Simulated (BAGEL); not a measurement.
# HF/cc-pVDZ (density fitting with qzvpp-jkfit) run of CH4AlFS (SMILES [CH3][Al]([F])[SH])

What is the energy change on altering one bond length of CH4AlFS at HF/cc-pVDZ (density fitting with qzvpp-jkfit)? 

The results are computed with BAGEL 1.2.2.

5 further runs of the same task are left out: 2 that didn't finish, 3 set aside as unsound or not needed. Runs told in other sessions of the task aren't counted.

### Step 1. Starting point

CH4AlFS has 8 atoms, charge 0, and is taken as a singlet. As SMILES, `[CH3][Al]([F])[SH]`. Geometry: relaxed at PBE0-D4/def2-TZVP. This is one conformer, not always the lowest.

Bond lengths: C1–Al2 1.934 Å, Al2–F3 1.650 Å, Al2–S4 2.176 Å, C1–H5 1.092 Å, C1–H6 1.094 Å, C1–H7 1.094 Å, S4–H8 1.344 Å. Angles: C1–Al2–F3 120.1°, C1–Al2–S4 125.7°, F3–Al2–S4 114.2°, Al2–C1–H5 112.6°, Al2–C1–H6 110.4°, Al2–C1–H7 110.5°, Al2–S4–H8 92.4°, H5–C1–H6 108.1°, H5–C1–H7 108.2°, H6–C1–H7 106.9°.

### Step 2. The energy at HF/cc-pVDZ (density fitting with qzvpp-jkfit)

Contents of input.json:

```json
{ "bagel" : [

{
  "title" : "molecule",
  "basis" : "cc-pvdz.json",
  "df_basis" : "qzvpp-jkfit",
  "angstrom" : true,
  "geometry" : [
    { "atom" : "C", "xyz" : [   -0.164800,    1.144700,   -0.030300 ] },
    { "atom" : "Al", "xyz" : [    0.702600,   -0.583900,   -0.058200 ] },
    { "atom" : "F", "xyz" : [    2.341300,   -0.684100,   -0.222200 ] },
    { "atom" : "S", "xyz" : [   -0.295900,   -2.510100,    0.113800 ] },
    { "atom" : "H", "xyz" : [   -1.250400,    1.067300,    0.056300 ] },
    { "atom" : "H", "xyz" : [    0.201100,    1.741800,    0.810100 ] },
    { "atom" : "H", "xyz" : [    0.065400,    1.703100,   -0.942200 ] },
    { "atom" : "H", "xyz" : [   -1.507100,   -1.935800,    0.216800 ] }
  ]
},
{
  "title" : "hf",
  "charge" : 0
},
{
  "title" : "print",
  "file" : "orbitals.molden",
  "orbitals" : true
}

]}
```

The basis set cc-pVDZ is read from a file made from the Basis Set Exchange's data (not shown).

Started as:

```sh
$ BAGEL_NUM_THREADS=1 BAGEL input.json > input.out
```

The program printed:

```text
* using 1 threads per process

  ===============================================================
  ===============================================================

  *** Geometry ***

  { "atom" : "C", "xyz" : [     -0.311427,      2.163169,     -0.057259 ] },
  { "atom" : "Al", "xyz" : [      1.327722,     -1.103411,     -0.109982 ] },
  { "atom" : "F", "xyz" : [      4.424416,     -1.292762,     -0.419897 ] },
  { "atom" : "S", "xyz" : [     -0.559170,     -4.743402,      0.215051 ] },
  { "atom" : "H", "xyz" : [     -2.362914,      2.016905,      0.106392 ] },
  { "atom" : "H", "xyz" : [      0.380024,      3.291525,      1.530867 ] },
  { "atom" : "H", "xyz" : [      0.123588,      3.218393,     -1.780500 ] },
  { "atom" : "H", "xyz" : [     -2.848006,     -3.658132,      0.409693 ] },

  Number of auxiliary basis functions:      480

  Since a DF basis is specified, we compute 2- and 3-index integrals:
    o Being stored without compression. Storage requirement is 0.027 GB

  Number of basis functions:       84
  Number of electrons      :       48

    * METHOD: MOLECULE                             0.24

  *** RHF ***

  === Nuclear Repulsion ===
   195.5365090362

      * DIIS with orbital gradients will be used.

  === RHF iteration (cc-pvdz.json) ===
      0       -779.00681817          0.01567633           0.07
      1       -779.15628373          0.00904649           0.06
      2       -779.22008460          0.00149794           0.06
      3       -779.22196645          0.00057522           0.06
      4       -779.22222765          0.00008223           0.06
      5       -779.22223735          0.00002410           0.06
      6       -779.22223824          0.00000867           0.07
      7       -779.22223834          0.00000234           0.06
      8       -779.22223835          0.00000104           0.07
      9       -779.22223835          0.00000023           0.06
     10       -779.22223835          0.00000007           0.06
     11       -779.22223835          0.00000003           0.06
     12       -779.22223835          0.00000001           0.06
    * SCF iteration converged.

    * Permanent dipole moment:
           (    0.919474,    -0.754708,    -0.066919) a.u.

    * METHOD: HF                                   1.02

    * METHOD: PRINT                                0.02

  ===============================================================
```

It took 1.4 s on 1 thread of Arm Neoverse V1, shared host; peak memory 0.12 GiB.

### Step 3. The distorted shape, same level

Contents of hf.json:

```json
{ "bagel" : [

{
  "title" : "molecule",
  "basis" : "cc-pvdz.json",
  "df_basis" : "qzvpp-jkfit",
  "angstrom" : true,
  "geometry" : [
    { "atom" : "C", "xyz" : [       0.804128,       0.685275,      -0.112697 ] },
    { "atom" : "Al", "xyz" : [       1.671528,      -1.043325,      -0.140597 ] },
    { "atom" : "F", "xyz" : [       3.310228,      -1.143525,      -0.304597 ] },
    { "atom" : "S", "xyz" : [       0.673028,      -2.969525,       0.031403 ] },
    { "atom" : "H", "xyz" : [      -0.281472,       0.607875,      -0.026097 ] },
    { "atom" : "H", "xyz" : [       1.170028,       1.282375,       0.727703 ] },
    { "atom" : "H", "xyz" : [       1.034328,       1.243675,      -1.024597 ] },
    { "atom" : "H", "xyz" : [      -1.507100,      -1.935800,       0.216800 ] }
  ]
},

{
  "title" : "hf"
},

{
  "title" : "print",
  "file" : "orbitals.molden",
  "orbitals" : true
}

]}
```

The basis set cc-pVDZ is read from a file made from the Basis Set Exchange's data (not shown).

Started as:

```sh
$ BAGEL_NUM_THREADS=1 BAGEL hf.json > hf.out
```

The program printed:

```text
* using 1 threads per process

  ===============================================================
  ===============================================================

  *** Geometry ***

  { "atom" : "C", "xyz" : [      1.519582,      1.294982,     -0.212966 ] },
  { "atom" : "Al", "xyz" : [      3.158730,     -1.971599,     -0.265690 ] },
  { "atom" : "F", "xyz" : [      6.255424,     -2.160949,     -0.575605 ] },
  { "atom" : "S", "xyz" : [      1.271839,     -5.611589,      0.059343 ] },
  { "atom" : "H", "xyz" : [     -0.531905,      1.148717,     -0.049316 ] },
  { "atom" : "H", "xyz" : [      2.211032,      2.423338,      1.375159 ] },
  { "atom" : "H", "xyz" : [      1.954597,      2.350205,     -1.936208 ] },
  { "atom" : "H", "xyz" : [     -2.848006,     -3.658132,      0.409693 ] },

  Number of auxiliary basis functions:      480

  Since a DF basis is specified, we compute 2- and 3-index integrals:
    o Being stored without compression. Storage requirement is 0.027 GB

  Number of basis functions:       84
  Number of electrons      :       48

    * METHOD: MOLECULE                             0.26

  *** RHF ***

  === Nuclear Repulsion ===
   191.9345050444

      * DIIS with orbital gradients will be used.

  === RHF iteration (cc-pvdz.json) ===
      0       -778.81725196          0.01636618           0.07
      1       -778.99100239          0.00956082           0.07
      2       -779.06454632          0.00157570           0.07
      3       -779.06712048          0.00062641           0.07
      4       -779.06752504          0.00012302           0.07
      5       -779.06755404          0.00003671           0.07
      6       -779.06755669          0.00001270           0.07
      7       -779.06755702          0.00000669           0.07
      8       -779.06755712          0.00000339           0.06
      9       -779.06755717          0.00000139           0.07
     10       -779.06755718          0.00000045           0.07
     11       -779.06755718          0.00000014           0.07
     12       -779.06755718          0.00000006           0.07
     13       -779.06755718          0.00000002           0.07
     14       -779.06755718          0.00000001           0.07
    * SCF iteration converged.

    * Permanent dipole moment:
           (    0.693855,    -0.672658,    -0.046902) a.u.

    * METHOD: HF                                   1.19

    * METHOD: PRINT                                0.02

  ===============================================================
```

Run time: 1.6 s. Hardware: 1 thread of Arm Neoverse V1, shared host; peak memory 0.12 GiB.

### Step 4. Results

Level: HF/cc-pVDZ (density fitting with qzvpp-jkfit).

```
                                                         quantity          value
                                        first shape: total energy  -779.22224 Eh
                                       first shape: dipole moment         3.03 D
                                         first shape: HOMO energy      -10.58 eV
                                         first shape: LUMO energy        2.43 eV
                                       first shape: HOMO–LUMO gap       13.00 eV
                                    distorted shape: total energy  -779.06756 Eh
                                   distorted shape: dipole moment         2.46 D
                                     distorted shape: HOMO energy      -10.66 eV
                                     distorted shape: LUMO energy       -1.37 eV
                                   distorted shape: HOMO–LUMO gap        9.29 eV
energy change with the S4–H8 bond stretched from 1.344 to 2.420 Å       4.209 eV
```

What this shows: With the S4–H8 bond stretched from 1.344 to 2.420 Å the energy rises by 4.21 eV (406 kJ/mol). The first shape isn't relaxed at this level, so the change isn't measured from a minimum. A restricted reference can't describe the breaking bond well at this length.
